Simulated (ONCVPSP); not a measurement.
# Pseudopotential generation for gadolinium: ONCV, LDA (Perdew-Zunger)

Aim: build the potential from the settings below, then test how well it stands in for the atom: other configurations, scattering, ghost states and the plane-wave cutoff that it needs.

Method: ONCVPSP 4.0.1, LDA (Perdew-Zunger), scalar-relativistic.

### Step 1. The atom and the settings

The settings as typed:

| Item | Value |
| --- | --- |
| element | gadolinium (Gd, Z = 64) |
| type | optimised norm-conserving Vanderbilt (ONCV) |
| frozen core | [Kr] 4d10 |
| valence charge | 18 |
| reference configuration | 4f7 5s2 5p6 5d1 6s2 |
| partial waves | 5s+6s: rc 2.35 bohr, ncon 4, nbas 8, qcut 6.8 1/bohr, 2 projectors; 5p: rc 2.60 bohr, ncon 4, nbas 8, qcut 6.3 1/bohr, 2 projectors, debl 2.3 Ha; 5d: rc 2.20 bohr, ncon 4, nbas 7, qcut 4.7 1/bohr, 2 projectors, debl 0.3 Ha; 4f: rc 0.85 bohr, ncon 4, nbas 8, qcut 18.1 1/bohr, 1 projector |
| local potential | polynomial inside 0.70 bohr (lpopt 5, dvloc0 3 Ha) |
| core correction | Teter function, fcfact 2.5, rcfact 1.45 |

The outer shells as boxes (Hund's rule for the drawing; the calculation is spin-unpolarised):

```
[Kr] core
4d [↑↓][↑↓][↑↓][↑↓][↑↓]
4f [↑ ][↑ ][↑ ][↑ ][↑ ][↑ ][↑ ]
5s [↑↓]
5p [↑↓][↑↓][↑↓]
5d [↑ ][  ][  ][  ][  ]
6s [↑↓]
```

An earlier all-electron run gives the scale for the radii.

All-electron outer shells of the reference configuration (LDA (Perdew-Zunger), scalar-relativistic, ld1.x):

| shell | level (eV) | outermost node (bohr) | outermost maximum (bohr) |
| --- | --- | --- | --- |
| 4d | -147.57 | 0.27 | 0.56 |
| 5s | -49.86 | 0.65 | 1.20 |
| 5p | -27.36 | 0.70 | 1.35 |
| 4f | -8.90 | – | 0.56 |
| 6s | -4.27 | 1.60 | 3.33 |
| 5d | -2.69 | 0.79 | 1.97 |
| 6p | -1.39 | 1.92 | 4.55 |

### Step 2. Generating the potential

File Gd.dat:

```
# ATOM AND REFERENCE CONFIGURATION
# atsym  z   nc   nv     iexc    psfile
  Gd 64.00    9    5        3      upf
#
#   n    l    f
    1    0    2.00
    2    0    2.00
    2    1    6.00
    3    0    2.00
    3    1    6.00
    3    2   10.00
    4    0    2.00
    4    1    6.00
    4    2   10.00
    4    3    7.00
    5    0    2.00
    5    1    6.00
    5    2    1.00
    6    0    2.00
#
# PSEUDOPOTENTIAL AND OPTIMIZATION
# lmax
    3
#
#   l,   rc,      ep,       ncon, nbas, qcut
    0    2.35    0.00    4    8    6.80
    1    2.60    0.00    4    8    6.30
    2    2.20    0.00    4    7    4.70
    3    0.85    0.00    4    8   18.10
#
# LOCAL POTENTIAL
# lloc, lpopt,  rc(5),   dvloc0
    4    5    0.70    3.00
#
# VANDERBILT-KLEINMAN-BYLANDER PROJECTORs
# l, nproj, debl
    0    2    0.70
    1    2    2.30
    2    2    0.30
    3    1    3.80
#
# MODEL CORE CHARGE
# icmod, fcfact, rcfact
    3    2.50    1.45
#
# LOG DERIVATIVE ANALYSIS
# epsh1, epsh2, depsh
   -3.00    5.00    0.02
#
# OUTPUT GRID
# rlmax, drl
    6.00    0.01
#
# TEST CONFIGURATIONS
# ncnf
    4
# nvcnf
#   n    l    f
    5
    4    3    7.00
    5    0    2.00
    5    1    6.00
    5    2    1.00
    6    0    1.00
#
    5
    4    3    7.00
    5    0    2.00
    5    1    6.00
    5    2    1.00
    6    0    0.00
#
    5
    4    3    7.00
    5    0    2.00
    5    1    6.00
    5    2    0.00
    6    0    0.00
#
    5
    4    3    8.00
    5    0    2.00
    5    1    6.00
    5    2    0.00
    6    0    1.00
#
```

On the command line:

```bash
$ oncvpsp.x < Gd.dat > Gd.out
```

What does the calculation give? Wanted: cutoffs for 1 and 0.1 mHa per electron, occupied waves; bound ghosts; GHOST(+) flags; largest test error; largest phase difference near zero energy, channels read; rms error of d²Exc/dn², without and with the model core.

**Answer**, as computed:

| quantity | value |
| --- | --- |
| cutoffs for 1 and 0.1 mHa per electron, occupied waves | 150 Ha and 196 Ha |
| bound ghosts | s at -564.73 eV, p at -171.29 eV |
| GHOST(+) flags | d at 61 eV |
| largest test error (AE − PS) | -113 meV, for 4f8 5s2 5p6 5d0 6s1 (1 test unsolved) |
| largest phase difference near zero energy, channels read | 0.001 rad |
| rms error of d²Exc/dn², without and with the model core | 6.91 and 4.05 mHa |

What this shows: It has a bound ghost (s, p), a state that the atom doesn't have, and that rules the file out. The worst unpolarised test, 4f8 5s2 5p6 5d0 6s1, is off by 113 meV on 2.5 eV; by total energies transferability rates as poor. Of the tests 1 gave no usable energy difference, which is a warning in itself. It counts as very hard, with 150 Ha needed at the looser tolerance. At the looser tolerance the 4f wave is the slowest; 5s needs 12 Ha. Near zero energy the phases of the channels with partial waves agree within 0.001 rad. The program also flags highly localised states, GHOST(+) (d). All of this concerns the isolated atom, not yet a solid.
